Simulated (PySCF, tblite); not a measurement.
# C₄H₆BN₂ radical: geometry, infrared bands and EPR parameters

What infrared bands and EPR parameters should C₄H₆BN₂ radical (`C#CB([N]C)N=C`) show?

The runs use tblite 0.8.0 and PySCF 2.14.0, with density-fitted response routines of our own; the level of theory stands in each step. All values are computed, except where a source is named. Atoms count from 0, in the outputs and in this text.

## 1. The molecule as given

13 atoms, charge 0, multiplicity 2; geometry from: force field or distance geometry start.

Bonds of the start (Å): C0–C1 1.19, C1–B2 1.55, B2–N3 1.52, N3–C4 1.48, B2–N5 1.52, N5–C6 1.28, C0–H7 1.06, C4–H8 1.12, C4–H9 1.11, C4–H10 1.11, C6–H11 1.09, C6–H12 1.09.

## 2. Geometry optimisation with GFN2-xTB

Job settings and geometry (Å):

```
{"job": {"kind": "relax", "xc": "GFN2-xTB", "basis": "xTB"}, "charge": 0, "multiplicity": 2}
C     -0.618300     2.905200    -0.953300
C     -0.500600     1.767200    -0.610800
B     -0.318700     0.301600    -0.150000
N      1.046300    -0.352200    -0.274100
C      1.682800    -0.421200     1.055200
N     -1.553600    -0.480100     0.281700
C     -1.528600    -1.737200     0.531200
H     -0.735800     3.918500    -1.256700
H      2.678500    -0.912700     0.944300
H      1.073000    -1.020500     1.765300
H      1.844600     0.602200     1.450400
H     -0.627200    -2.335100     0.435800
H     -2.446900    -2.235300     0.856000
```

Run with:

```sh
$ OMP_NUM_THREADS=1 python probes_run.py task.json out
```

This one command runs all jobs of the session in turn.

The log of the run:

```text
step      E/eV     max force
  0    -503.60881    4.006
  1    -503.86409    4.396
  2    -504.09977    2.519
  3    -504.19747    1.724
  4    -504.25787    0.900
  5    -504.30919    0.538
  6    -504.36048    0.731
  7    -504.42649    0.720
  8    -504.50713    0.621
  9    -504.57089    0.682
 10    -504.61833    0.619
 11    -504.65702    0.466
 12    -504.68167    0.346
 13    -504.70066    0.304
 14    -504.71297    0.236
 15    -504.72096    0.294
 16    -504.73007    0.271
 17    -504.73956    0.221
 18    -504.74699    0.234
 19    -504.75281    0.244
 20    -504.75941    0.349
 21    -504.77008    0.415
 22    -504.78692    0.435
 23    -504.80748    0.411
 24    -504.82690    0.339
 25    -504.84425    0.322
 26    -504.85836    0.480
 27    -504.87302    0.630
 28    -504.87936    0.609
 29    -504.88767    0.345
 30    -504.89047    0.174
 31    -504.89495    0.280
 32    -504.90339    0.329
 33    -504.91182    0.301
 34    -504.91983    0.300
 35    -504.92552    0.255
 36    -504.93042    0.344
 37    -504.93576    0.245
 38    -504.93968    0.222
 39    -504.94157    0.430
 40    -504.94349    0.136
 41    -504.94547    0.135
 42    -504.94792    0.131
 43    -504.94908    0.103
 44    -504.94985    0.057
 45    -504.95024    0.054
 46    -504.95064    0.063
 47    -504.95109    0.065
 48    -504.95157    0.063
 49    -504.95198    0.052
 50    -504.95235    0.060
 51    -504.95269    0.054
 52    -504.95299    0.046
 53    -504.95323    0.039
 54    -504.95344    0.032
 55    -504.95364    0.036
 56    -504.95384    0.047
 57    -504.95402    0.030
 58    -504.95417    0.035
 59    -504.95435    0.039
 60    -504.95461    0.050
 61    -504.95496    0.058
 62    -504.95533    0.050
 63    -504.95563    0.052
 64    -504.95588    0.048
 65    -504.95613    0.042
 66    -504.95633    0.040
 67    -504.95643    0.024
 68    -504.95647    0.012
 69    -504.95650    0.010
 70    -504.95651    0.012
 71    -504.95652    0.008
```

Run time: 0.32 s. Hardware: 1 thread of Arm Neoverse V2, shared host.

Along the way: (not every step is listed)

```
step  energy from step 0 (eV)  largest force (eV/Å)
   0                   0.0000                4.0060
   1                  -0.2553                4.3959
   2                  -0.4910                2.5190
   3                  -0.5887                1.7236
   4                  -0.6491                0.9003
   5                  -0.7004                0.5380
   6                  -0.7517                0.7306
   7                  -0.8177                0.7204
   8                  -0.8983                0.6209
  13                  -1.0919                0.3041
  18                  -1.1382                0.2344
  23                  -1.1987                0.4111
  28                  -1.2706                0.6092
  33                  -1.3030                0.3012
  38                  -1.3309                0.2220
  43                  -1.3403                0.1034
  48                  -1.3428                0.0630
  53                  -1.3444                0.0388
  58                  -1.3454                0.0349
  63                  -1.3468                0.0516
  66                  -1.3475                0.0403
  67                  -1.3476                0.0237
  68                  -1.3477                0.0123
  69                  -1.3477                0.0105
  70                  -1.3477                0.0116
  71                  -1.3477                0.0081
```

Distances of close pairs at the start and the end, largest changes first:

```
  bond  before (Å)  after (Å)  change (Å)
 B2–N3       1.519      1.342      -0.176
 N3–C4       1.475      1.391      -0.084
 B2–N5       1.524      1.459      -0.065
 N5–C6       1.282      1.240      -0.042
 C1–B2       1.547      1.522      -0.025
 C4–H8       1.116      1.096      -0.019
 C0–H7       1.064      1.052      -0.012
C4–H10       1.109      1.098      -0.011
```

The end geometry stands in the next job.

## 3. Vibrational analysis with GFN2-xTB

Job settings and geometry (Å):

```
{"job": {"kind": "ir", "xc": "GFN2-xTB", "basis": "xTB"}, "charge": 0, "multiplicity": 2}
C     -0.963277     2.812616    -1.296171
C     -0.623789     1.843521    -0.671861
B     -0.210259     0.605264     0.110856
N      1.042167     0.277653     0.466100
C      1.773862    -0.593660     1.266396
N     -1.257145    -0.331129     0.507206
C     -1.421879    -1.553379     0.376566
H     -1.247422     3.668722    -1.837511
H      2.475253    -1.181714     0.662619
H      1.129699    -1.283014     1.836651
H      2.348741    -0.017735     2.003129
H     -0.788223    -2.214238    -0.223579
H     -2.262116    -2.032421     0.874544
```

The log of the run:

```text
mode    cm-1     km/mol
  1      26.8      3.44
  2      75.6      1.69
  3     103.3      3.10
  4     120.0      7.83
  5     178.9      7.24
  6     231.2     15.37
  7     271.2      5.32
  8     348.8     10.17
  9     407.0      6.51
 10     485.2     26.31
 11     521.0     19.59
 12     637.4      7.90
 13     670.6     14.79
 14     680.2     35.92
 15     960.4     10.58
 16     988.6     55.02
 17    1031.9     21.13
 18    1087.3      4.17
 19    1096.9     39.62
 20    1115.9     24.57
 21    1373.1      4.06
 22    1412.7      2.59
 23    1440.9     17.65
 24    1455.2      8.69
 25    1568.9     36.99
 26    1768.5     38.55
 27    2223.7      8.36
 28    2817.7     21.90
 29    2864.3     56.88
 30    2888.2     36.58
 31    2918.1     63.49
 32    2964.1     30.21
 33    3358.5      1.90
```

Wall time 0.27 s (1 thread of Arm Neoverse V2, shared host).

Which atoms move in the most intense modes:

```
cm⁻¹  km/mol                                atoms
 680    35.9                     H7 80 %, C0 14 %
 989    55.0                              B2 62 %
1097    39.6  C4 23 %, H8 16 %, B2 16 %, H10 15 %
1569    37.0                     N3 51 %, B2 38 %
1768    38.5                     N5 49 %, C6 48 %
2864    56.9                             H11 91 %
2888    36.6                    H10 69 %, H8 21 %
2918    63.5                    H8 72 %, H10 22 %
```

## 4. EPR parameters: B3LYP/pcH-1

The job, as its differences from that of step 3:

```diff
@@ -1,2 +1,2 @@
-{"job": {"kind": "ir", "xc": "GFN2-xTB", "basis": "xTB"}, "charge": 0, "multiplicity": 2}
+{"job": {"kind": "epr", "basis": "pcH-1"}, "charge": 0, "multiplicity": 2}
 C     -0.963277     2.812616    -1.296171
```

With the program's defaults for keys left out, this is: UKS B3LYP, pcH-1 on B C H N, non-relativistic, mean-field spin-orbit, GIAO.

The log of the run:

```text
UKS, coarse grid
  cycle   1  E = -290.23205970  |g| = 3.78e-01
  cycle   2  E = -290.04689618  |g| = 7.04e-01
  cycle   3  E = -290.30352704  |g| = 1.76e-01
  cycle   4  E = -290.31656777  |g| = 1.00e-01
  cycle   5  E = -290.32023423  |g| = 4.45e-02
  cycle   6  E = -290.32121024  |g| = 2.02e-02
  cycle   7  E = -290.32138998  |g| = 1.22e-02
  cycle   8  E = -290.32149609  |g| = 4.54e-03
  cycle   9  E = -290.32151881  |g| = 1.69e-03
  cycle  10  E = -290.32152511  |g| = 8.54e-04
UKS, final grid
  cycle   1  E = -290.32153635  |g| = 9.99e-04
  cycle   2  E = -290.32153608  |g| = 2.09e-03
  cycle   3  E = -290.32153804  |g| = 3.84e-04
  cycle   4  E = -290.32153841  |g| = 3.79e-04
  cycle   5  E = -290.32153920  |g| = 1.67e-04
  cycle   6  E = -290.32153922  |g| = 5.98e-05
  cycle   7  E = -290.32153923  |g| = 1.44e-05
E = -290.32153923 Eh   <S^2> = 0.7582 (exact 0.7500)
g shifts (ppm)      1          2          3
  rmc          -225       -225       -225
  gc             10         10         48
  oz_so         -57       1690       5885
  total        -273       1474       5707
hyperfine (MHz)  atom isotope    a_iso     a_fc   dipolar eigenvalues
    0   13C       1.97       1.97     -2.71      0.33      2.38
    1   13C      25.28      25.28     -1.88     -1.12      3.00
    2   11B     -28.87     -28.87    -12.50     -2.25     14.75
    3   14N      51.14      51.14    -37.78    -33.18     70.95
    4   13C     -18.51     -18.51     -5.12     -1.94      7.06
    5   14N       3.41       3.41    -11.61     -9.09     20.70
    6   13C     -13.03     -13.03     -3.75     -0.01      3.76
    7    1H       1.70       1.70     -0.73     -0.23      0.96
    8    1H       4.11       4.11     -5.51     -3.93      9.44
    9    1H     129.46     129.46     -5.91     -1.64      7.55
   10    1H     123.75     123.75     -6.74     -5.33     12.07
   11    1H      40.52      40.52     -3.25     -1.06      4.31
   12    1H      38.97      38.97     -3.08     -0.82      3.90
```

It took 54 s on 1 thread of Arm Neoverse V2, shared host; peak memory 0.91 GiB.

Principal g values 2.00205, 2.00379, 2.00803; g(iso) = 2.00462, against 2.00232 for a free electron.

Hyperfine couplings; where a row names several nuclei, a(iso) is their mean (it holds for fast rotation or exchange) and the dipolar term the largest among them:

```
     nuclei  isotope  a(iso) (MHz)  a(iso) (G, at g = 2.0023)  largest dipolar term (MHz)
H8, H9, H10       1H          85.8                       30.6                        12.1
         N3      14N          51.1                       18.2                        71.0
        H11       1H          40.5                       14.5                         4.3
        H12       1H          39.0                       13.9                         3.9
         B2      11B         -28.9                      -10.3                        14.7
         C1      13C          25.3                        9.0                         3.0
         C4      13C         -18.5                       -6.6                         7.1
         C6      13C         -13.0                       -4.7                         3.8
         N5      14N           3.4                        1.2                        20.7
         C0      13C           2.0                        0.7                        -2.7
         H7       1H           1.7                        0.6                         1.0
```

Mulliken spin populations:

C0 -0.02; C1 0.03; B2 -0.07; N3 0.80; C4 -0.05; N5 0.19; C6 -0.03; H7 0.00; H8 0.00; H9 0.06; H10 0.05; H11 0.02; H12 0.02

In first order the couplings over 0.8 MHz of 1H, 14N, 11B give 1152 distinct lines over 190.6 G, if the averaged nuclei exchange fast; the same motion can average rows kept apart here too.

Orbitals, density, ELF and potential are computed afterwards from the orbital file.

ELF in a plane through or near 7 of the atoms.

Ten even steps from ' ' (0.00) to '@' (1.00):
```
                                                        
                                                        
                                                        
                                                        
                  --##**                                
                  **@@@@::  ....      ....              
                  ++@@%%--==**--    --====::..          
                  --..--######++  ::**##**++**##==      
              ..++@@%%++##++%%**++##++%%++##@@@@@@..    
              ::@@@@@@++::++==++++@@--%%::**@@@@@@..    
              ..##@@##    ..--..==%%==%%##**##%%++      
                      ..--**%%%%::::++****++::..        
                    ::++##%%==++--    ----::..          
                    ::++::::%%##==                      
                    ==%%@@%%==--::                      
                    ##@@@@@@--..                        
                    ++@@@@%%..                          
                      ..--..                            
                                                        
                                                        
```
The map spans 14.0 Å across and 11.0 Å up, centred on the molecule. Atoms in the plane (x, y in Å): C0 (3.4, 0.4), C1 (2.2, 0.3), B2 (0.7, 0.1), N3 (-0.3, 1.0), C4 (-1.6, 1.3), C6 (-0.7, -2.0), H7 (4.4, 0.6).

On the surface of density 0.002 e/bohr³ the electrostatic potential runs, from the 1st to the 99th percentile, from -1.24 V near N5 to 1.14 V near H7.

The spin density lies nearest to N3 61 %; N5 15 %.

## 5. Results

| quantity | value |
| --- | --- |
| strongest single infrared mode (GFN2-xTB) | 2918 cm⁻¹, 63 km/mol |
| zero-point energy (GFN2-xTB) | 57.3 kcal/mol |
| g(iso) (B3LYP) | 2.00462 |
| ⟨S²⟩ | 0.758 (exact 0.75) |
| largest a(iso) (averaged by class) | 1H on H8, H9, H10, 85.8 MHz |
| potential on the surface of density 0.002 e/bohr³, 1st and 99th percentile | -1.24 V and 1.14 V |

Over 71 steps the energy fell by 1.348 eV; of the close pairs, B2–N3 changed most, 1.519 to 1.342 Å. All 33 modes are real, so the xTB geometry is a minimum. The strongest single mode, at 2918 cm⁻¹, moves mainly H8. Unscaled tight-binding wavenumbers are off by several per cent, some by more. Its intensities can rank the bands wrongly. N3 carries the largest spin population, 0.80 e. The isotropic g lies 2.3 ppt above the free-electron value. These values are for one conformer; the search (at its own cheap level) found 2 more, at 0.01, 1.79 kcal/mol (those within 0.05 may be mirror or relabelled copies), and measured spectra average over such forms.
